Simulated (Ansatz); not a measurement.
# C₂H₆NSi radical: one species, many methods

The task here is to estimate one member of a computed series from the others.

Program: Ansatz 0.2.0, Gaussian basis. Level of theory: functionals in def2-TZVPP, the program's frozen cores in correlated methods. These are calculated values, not measurements.

The runs, in order: LDA (SPW92), PBE-D4, revPBE-D4, BLYP-D4, r2SCAN-D4, B97M-V, PBE0-D4, B3LYP-D4, r2SCANh-D4, r2SCAN0-D4, HSE06-D4, BHLYP-D4, CAM-B3LYP-D4, LC-ωPBE, ωB97X-V, ωB97M-V, B2PLYP, PBE-QIDH; CCSD(T)/def2-SVP; CCSD(T)/def2-TZVPP; MP2/def2-QZVPP; extrapolation to the limit; RPA on PBE.

## Structure used throughout

The geometry comes from an earlier relaxation with PBE0-D4 in a triple-zeta def2 set; it is a stationary point, not always the lowest conformer.

SMILES `C=C[N][SiH3]`, 10 atoms, charge 0, spin multiplicity 2.

Atoms are counted from 1 here; the program's logs count them from 0.

Bond lengths: C1–C2 1.397 Å, C1–H5 1.083 Å, C1–H6 1.083 Å, C2–N3 1.300 Å, C2–H7 1.100 Å, N3–Si4 1.734 Å, Si4–H8 1.485 Å, Si4–H9 1.485 Å, Si4–H10 1.495 Å. Angles: C2–C1–H5 119.4°, C2–C1–H6 121.2°, H5–C1–H6 119.4°, C1–C2–N3 121.7°, C1–C2–H7 116.7°, N3–C2–H7 121.7°, C2–N3–Si4 124.1°, N3–Si4–H8 108.3°, N3–Si4–H9 108.3°, N3–Si4–H10 112.9°, H8–Si4–H9 109.0°, H8–Si4–H10 109.2°, H9–Si4–H10 109.2°.

Coordinates:

```csv
atom,x (Å),y (Å),z (Å)
C1,-0.56397,2.07383,-0.15417
C2,-0.02291,0.83552,0.20104
N3,-0.29516,-0.24539,-0.46752
Si4,0.34075,-1.81230,-0.08235
H5,-1.22771,2.13936,-1.00763
H6,-0.33205,2.96978,0.40803
H7,0.64535,0.82129,1.07527
H8,1.09520,-2.31112,-1.26070
H9,-0.80046,-2.72565,0.18216
H10,1.24396,-1.79663,1.10887
```

The first run:

in.yaml

```yaml
crystal:
  periodic: [false, false, false]
  atoms:
    - {symbol: C, position_ang: [-0.563967, 2.073834, -0.154169]}
    - {symbol: C, position_ang: [-0.022912, 0.835520, 0.201041]}
    - {symbol: N, position_ang: [-0.295164, -0.245391, -0.467522]}
    - {symbol: Si, position_ang: [0.340754, -1.812300, -0.082350]}
    - {symbol: H, position_ang: [-1.227709, 2.139364, -1.007633]}
    - {symbol: H, position_ang: [-0.332049, 2.969779, 0.408035]}
    - {symbol: H, position_ang: [0.645352, 0.821291, 1.075266]}
    - {symbol: H, position_ang: [1.095197, -2.311120, -1.260699]}
    - {symbol: H, position_ang: [-0.800463, -2.725649, 0.182163]}
    - {symbol: H, position_ang: [1.243959, -1.796628, 1.108868]}
basis:
  gaussian: {orbitals: def2-TZVPP}
magnetization: {spin_polarized: true, initial_magnetization: 1}
hamiltonian: {xc: lda}
output: {orbitals: {seedname: orbitals}}
```

Launch:

```bash
ansatz run in.yaml --threads 4 --pin off --events-out ev --progress --plain --max-ram 10444MiB
```

Among the steps run: LDA; PBE-D4 (GGA); revPBE-D4 (GGA); BLYP-D4 (GGA); r2SCAN-D4 (meta-GGA); B97M-V (meta-GGA); PBE0-D4 (hybrid); B3LYP-D4 (hybrid); r2SCANh-D4 (hybrid); r2SCAN0-D4 (hybrid); HSE06-D4 (hybrid); BHLYP-D4 (hybrid); CAM-B3LYP-D4 (range-separated); LC-ωPBE (range-separated); ωB97X-V (range-separated); ωB97M-V (range-separated); B2PLYP (double hybrid); PBE-QIDH (double hybrid).

One of the session's tables, all rows but one given; the rest of the session is left out.

It belongs to the step «Orbital energies across the functionals». 

```
  functional  HOMO (eV)  LUMO (eV)  gap (eV)
 LDA (SPW92)      -5.83      -4.82      1.01
      PBE-D4      -5.80      -4.38      1.42
   revPBE-D4      -5.75      -4.26      1.49
     BLYP-D4      -5.61      -4.28      1.33
   r2SCAN-D4      -6.07      -3.87      2.20
      B97M-V      -6.10      -4.06      2.04
     PBE0-D4      -7.09      -3.18      3.90
    B3LYP-D4      -6.76      -3.53      3.23
  r2SCANh-D4      -6.60      -3.44      3.16
  r2SCAN0-D4      -7.40      -2.79      4.60
    HSE06-D4      -6.68      -3.57      3.11
    BHLYP-D4      -8.18      -1.92      6.26
CAM-B3LYP-D4      -8.33      -2.09      6.25
     LC-ωPBE      -9.81      -0.76      9.05
     ωB97X-V      -9.24      -1.10      8.14
     ωB97M-V          ?          ?         ?
```

**Question.** Estimate the row for ωB97M-V.

As computed: HOMO (eV): -9.05; LUMO (eV): -1.24; gap (eV): 7.81. In the column «HOMO (eV)» it lies between ωB97X-V (-9.24) and CAM-B3LYP-D4 (-8.33).
